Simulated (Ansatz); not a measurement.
Crystal: Hf2Pd2Se2Br2O3.

```
CELL_PARAMETERS angstrom
5.75899 0.00000 0.00000
-2.87949 4.98743 0.00000
0.00000 0.00000 8.52547
ATOMIC_POSITIONS crystal
Hf 0.33333 0.66667 0.54201
Hf 0.66667 0.33333 0.54201
Pd 0.33333 0.66667 0.12880
Pd 0.66667 0.33333 0.12880
Se 0.33333 0.66667 0.85572
Se 0.66667 0.33333 0.85572
Br 0.00000 0.00000 0.13895
Br 0.00000 0.00000 0.65384
O 0.50000 0.00000 0.42963
O 0.00000 0.50000 0.42963
O 0.50000 0.50000 0.42963
```

The cell was built by a generator and needn't be a form met in nature.

| Quantity | Value |
| --- | --- |
| Program | Ansatz 0.2.0 |
| Task | relaxation of cell and atoms |
| Functional | r2SCAN |
| Dispersion | D4 |
| Potentials or basis | Ansatz PAW |
| Cutoff | 500 eV (not typed: the program's choice for these potentials) |
| k mesh | 4 × 4 × 3 |
| Occupations | fermi-dirac, width 0.05 eV |
| Spin | no spin polarisation |

At the start: volume 22.26 Å³/atom.

Problem. Where does the relaxation end?

Solution. It ends after 7 steps and the volume is 20.78 Å³/atom (-6.6 %); space group P6mm (No. 183, to 0.05 Å).

Step by step:
| step | energy change (eV) | largest force (eV/Å) | volume (Å³) |
| --- | --- | --- | --- |
| 1 | 0.0000 | 0.5603 | 244.87 |
| 2 | -0.1383 | 0.5286 | 227.04 |
| 3 | -0.1492 | 0.1117 | 230.42 |
| 4 | -0.1562 | 0.0869 | 229.34 |
| 5 | -0.1572 | 0.0477 | 228.65 |
| 6 | -0.1573 | 0.0068 | 228.60 |
| 7 | -0.1510 | 0.0086 | 228.60 |

Final structure:
```
Hf Pd Se Br O
1.0
     5.67364    0.00000    0.00000
    -2.83682    4.91352    0.00000
     0.00000    0.00000    8.20007
Hf Pd Se Br O
2 2 2 2 3
Cartesian
  0.0000 3.2757 4.4231
  2.8368 1.6378 4.4231
  0.0000 3.2757 1.1616
  2.8368 1.6378 1.1616
  0.0000 3.2757 7.0624
  2.8368 1.6378 7.0624
  0.0000 0.0000 1.1699
  0.0000 0.0000 5.3070
  2.8368 0.0000 3.4447
  -1.4184 2.4568 3.4447
  1.4184 2.4568 3.4447
```

Caveat: the plane-wave basis is chosen anew once the cell has moved, so the energies of steps on either side of that aren't comparable; pairwise dispersion overbinds metals, which lowers pressure and volume; the PAW data sets come from PBE, with cores solved anew for the run's functional, which leaves a small shift of forces and pressure.
